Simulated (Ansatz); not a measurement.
# Co: structure and electronic structure

What cell, bands and charges does Co have, and do the methods agree? Methods of the runs shown: PAW, LAPW, crystal datasets and norm-conserving. Its runs: relaxed (PAW); the reference run (LAPW, PAW, crystal datasets and norm-conserving); no relativity (LAPW).

Method: DFT PBE, with the methods named in each step, in Ansatz 0.2.0.

### Step 1. The starting structure

It takes space group P6_3/mmc (No. 194, hexagonal). Conventional cell: a = 2.507 Å, b = 2.507 Å, c = 4.069 Å, α = 90.00°, β = 90.00°, γ = 120.00°. Around Co (site symmetry -6m2) lie 12 Co at 2.50 to 2.51 Å.

Structure file:

```cif
data_structure
_symmetry_space_group_name_H-M 'P6_3/mmc'
_symmetry_Int_Tables_number 194
_cell_length_a 2.5071
_cell_length_b 2.5071
_cell_length_c 4.0686
_cell_angle_alpha 90.000
_cell_angle_beta 90.000
_cell_angle_gamma 120.000
_cell_volume 22.15
loop_
_atom_site_label
_atom_site_type_symbol
_atom_site_symmetry_multiplicity
_atom_site_Wyckoff_symbol
_atom_site_fract_x
_atom_site_fract_y
_atom_site_fract_z
_atom_site_occupancy
Co1 Co 2 c 0.33333 0.66667 0.25000 1
```

The file gives the conventional cell by its symmetry; the runs use the cell typed in the input.

Atoms are numbered in the order of the input: Co1, Co2.

### Step 2. Relaxed, PAW

File input.yaml:

```yaml
crystal:
  lattice:
    - [2.5071, 0.0, 0.0]
    - [-1.25355, 2.1712122898, 0.0]
    - [0.0, 0.0, 4.0686]
  atoms:
    - { symbol: Co, position: [0.3333333333, 0.6666666667, 0.25], spin: 1.7 }
    - { symbol: Co, position: [0.6666666667, 0.3333333333, 0.75], spin: 1.7 }
magnetization:
  spin_polarized: true
kpoints:
  mp_grid: { grid: [23, 23, 13] }
scf:
  occupations: { method: fermi_dirac, width: 0.05 }
hamiltonian:
  xc: pbe
  pseudopotentials: { kind: paw }
output:
  forces: true
  stress: true
relax:
  f_tol: 0.003
  max_steps: 80
  cell: {}
```

Started as:

```sh
> ansatz run input.yaml --threads 4 --pin off --max-ram 10240MiB --backend cpu --events-out ev --progress --plain --runs-dir out
```

After this run come: The relaxed cell, LAPW; The relaxed cell, PAW; The relaxed cell, crystal datasets; The relaxed cell, norm-conserving; No relativity, LAPW.

Q: Predict the outcome of this session. Wanted: volume, relaxed; gap; spin moments.

As calculated:

```
             quantity                     value
volume, relaxed (PAW)  10.851 Å³/atom, P6_3/mmc
           gap (LAPW)                      none
  spin moments (LAPW)               Co1 1.66 μB
```

What this shows: Relaxing changes the volume by -2.0 %, to 10.85 Å³/atom. There is no gap at this level; the crystal is a metal here. PAW lies +0.10 GPa from LAPW in pressure. Farthest from LAPW in pressure is norm-conserving, by +0.44 GPa. No relativity moves the pressure by +3.82 GPa. The magnetic state is the one reached from the start moments in this cell; it needn't be the ground state.
